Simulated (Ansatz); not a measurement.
What does this script print? It uses Ansatz's Python interface.

Script `deck_c2h6fnsn.py`:
```python
# -*- coding: utf-8 -*-
"""C2H6FNSn through the session interface."""

import logging
import sys

import ansatz as az

logging.basicConfig(stream=sys.stdout, format="%(levelname)s:%(name)s:%(message)s")
log = logging.getLogger("run")
log.setLevel(logging.INFO)

DECK = """
crystal:
  periodic: [false, false, false]
  atoms:
    - { symbol: C, position_ang: [-0.8709, -0.0993, 0.7553] }
    - { symbol: "N", position_ang: [0.3422, 0.3729, 0.1423] }
    - { symbol: C, position_ang: [1.1741, -0.7812, -0.1212] }
    - { symbol: Sn, position_ang: [0.0094, 1.3046, -1.6733] }
    - { symbol: F, position_ang: [-1.2253, 2.8145, -1.3899] }
    - { symbol: H, position_ang: [-1.5626, 0.8466, 0.9317] }
    - { symbol: H, position_ang: [-0.7043, -0.5452, 1.7255] }
    - { symbol: H, position_ang: [-1.4248, -0.7421, 0.0694] }
    - { symbol: H, position_ang: [1.4543, -1.276, 0.8916] }
    - { symbol: H, position_ang: [2.1656, -0.4447, -0.5365] }
    - { symbol: H, position_ang: [0.7076, -1.5072, -0.7743] }
basis:
  gaussian: { orbitals: def2-SVP, nuclear_model: gaussian }
hamiltonian:
  xc: pbe
"""


def main():
    session = az.Session.from_yaml(DECK)
    r = session.plan(threads=1).execute().report

    for key in ("converged", "free_energy_ev", "reference_energy_ev", "n_frozen", "n_occupied", "n_virtual"):
        log.info(f"{key:22s} {r[key]}")
    symbols = ["C", "N", "C", "Sn", "F", "H", "H", "H", "H", "H", "H"]
    field = r["mean_field"]
    print("<S^2> =", round(abs(field["state"]["spin_squared"]), 4), " all-electron relativity setting:", field["relativity"])
    print("passes:", field["passes"])
    if "symmetry" in field:
        print("occupied orbitals by irrep:", field["symmetry"]["occupied"])


if __name__ == "__main__":
    main()
```

```console
$ python deck_c2h6fnsn.py
INFO:run:converged              True
INFO:run:free_energy_ev         -12198.058762518971
INFO:run:reference_energy_ev    -12198.058762518971
INFO:run:n_frozen               0
INFO:run:n_occupied             [28, 28]
INFO:run:n_virtual              [84, 84]
<S^2> = 0.0  all-electron relativity setting: none
passes: {'evaluations': 18, 'products': 12}
occupied orbitals by irrep: [{'A': 28}, {'A': 28}]
```

These settings explore the input space; basis and method may be short of convergence. The geometry is a force-field or estimated start, not a minimum of this method, and the basis set is short of its limit. def2 sets replace the cores of elements past krypton by effective core potentials. Run time: 3.4 s on 1 thread of Arm Neoverse V2, on a shared host, peak memory 0.19 GiB.
